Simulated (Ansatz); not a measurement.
# GaN2: the cost of one run

Program: Ansatz 0.2.0, Gaussian basis. Level of theory: cc-pVTZ, core rule «outside noble gas», up to 16 orbitals frozen. These are calculated values, not measurements.

Plan: UHF; CCSD(T) on ROHF; CCSD(T) on UHF; BCCD(T) on ROHF; CCSDT(Q) on ROHF; CCSDT(Q) on UHF; CASSCF and NEVPT2, 12 electrons in 12 orbitals.

5 further runs of the same task are left out: 2 for a known fault of the program, 3 set aside as unsound or not needed.

**1. What is computed**

The geometry is a PBE0/def2-TZVP stationary point (not a proven minimum) of the parent state, kept for this charge and spin. No spin-orbit coupling is included. The filled d shell of Ga may be among the frozen orbitals whatever the setting's name suggests; the logs give the count.

3 atoms, charge 1, spin multiplicity 3.

Atoms are counted from 1 here; the program's logs count them from 0.

Bond lengths: N1–Ga2 1.807 Å, Ga2–N3 1.807 Å. Angles: N1–Ga2–N3 180.0°.

**2. UHF**

in.yaml reads:

```yaml
crystal:
  periodic: [false, false, false]
  atoms:
    - {symbol: N, position_ang: [0.000000, 0.000000, 1.806600]}
    - {symbol: Ga, position_ang: [0.000000, 0.000000, 0.000000]}
    - {symbol: N, position_ang: [0.000000, 0.000000, -1.806600]}
basis:
  gaussian: {orbitals: cc-pVTZ}
total_charge: 1
magnetization: {spin_polarized: true, initial_magnetization: 2}
hamiltonian: {xc: hf}
output: {orbitals: {seedname: orbitals}}
```

Launch:

```bash
$ ansatz run in.yaml --threads 1 --pin off --events-out ev --progress --plain --max-ram 4096MiB --backend cpu
```

Q: Estimate wall time and peak memory on 1 thread of AMD EPYC 7R13, shared host.

About 16 s, with a peak of 0.33 GiB.
